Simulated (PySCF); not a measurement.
**C₂H₁₃GeNSi₂: electronic excitations**

Wanted: the electronic excitations of C₂H₁₃GeNSi₂ (`[CH3][Ge@@]([NH2])([SiH3])[CH2][SiH3]`), by calculation.

The runs use PySCF 2.14.0, with density-fitted response routines of our own; the level of theory stands in each step. All values are computed, except where a source is named. Atoms count from 0, in the outputs and in this text.

## Step 1: The starting structure

19 atoms, charge 0, multiplicity 1; geometry from: GFN2-xTB.

Bonds of the start (Å): C0–Ge1 1.99, Ge1–N2 1.85, Ge1–Si3 2.37, Ge1–C4 2.00, C4–Si5 1.89, C0–H6 1.09, C0–H7 1.09, C0–H8 1.09, N2–H9 1.01, N2–H10 1.01, Si3–H11 1.47, Si3–H12 1.46, Si3–H13 1.47, C4–H14 1.09, C4–H15 1.09, Si5–H16 1.47, Si5–H17 1.47, Si5–H18 1.47.

## Step 2: Ultraviolet spectrum: CAM-B3LYP/def2-SVPD

Job settings and geometry (Å):

```
{"job": {"kind": "uv", "xc": "CAM-B3LYP", "basis": "def2-SVPD", "nstates": 8, "ntriplets": 3}, "charge": 0, "multiplicity": 1}
C     -0.177242     2.085743    -0.194841
Ge    -0.633971     0.215840     0.293676
N     -1.905199     0.438245     1.620505
Si    -1.342175    -1.084619    -1.558614
C      0.902020    -0.605202     1.268562
Si     2.484769    -0.769683     0.247526
H      0.164182     2.631780     0.679786
H     -1.040990     2.608769    -0.597933
H      0.609982     2.112638    -0.943101
H     -2.229157    -0.408077     2.068062
H     -2.722429     0.972341     1.359446
H     -1.650345    -2.460452    -1.157187
H     -0.314043    -1.131865    -2.595560
H     -2.561030    -0.538151    -2.164264
H      0.600843    -1.592095     1.622473
H      1.093795    -0.004249     2.156865
H      2.219503    -1.575019    -0.951270
H      3.516089    -1.435595     1.050317
H      2.975595     0.548900    -0.164417
```

With the program's defaults for keys left out, this is: TDDFT CAM-B3LYP/def2-SVPD, vertical, gas phase, core orbitals frozen in the response.

Launch:

```
$ OMP_NUM_THREADS=1 python probes_run.py task.json out
```

One launch serves the whole session: the jobs run in the order shown.

What will the session give for the following? lowest singlet (CAM-B3LYP/def2-SVPD); brightest single state of those computed; lowest triplet. Wanted: lowest singlet; brightest single state of those computed; lowest triplet.

**Answer**, as computed:

```
                                quantity                        value
    lowest singlet (CAM-B3LYP/def2-SVPD)  5.90 eV (210 nm), f = 0.040
brightest single state of those computed  state 4, 7.20 eV, f = 0.322
                          lowest triplet                      5.40 eV
```

What this shows: The first singlet state (HOMO→LUMO 0.58, HOMO→LUMO+1 0.35) lies at 5.90 eV and is weak; of the 8 states computed, the strongest absorption comes from state 4 at 7.20 eV. The lowest triplet lies 0.50 eV below the lowest singlet (triplets in Tamm-Dancoff, singlets in full TDDFT).
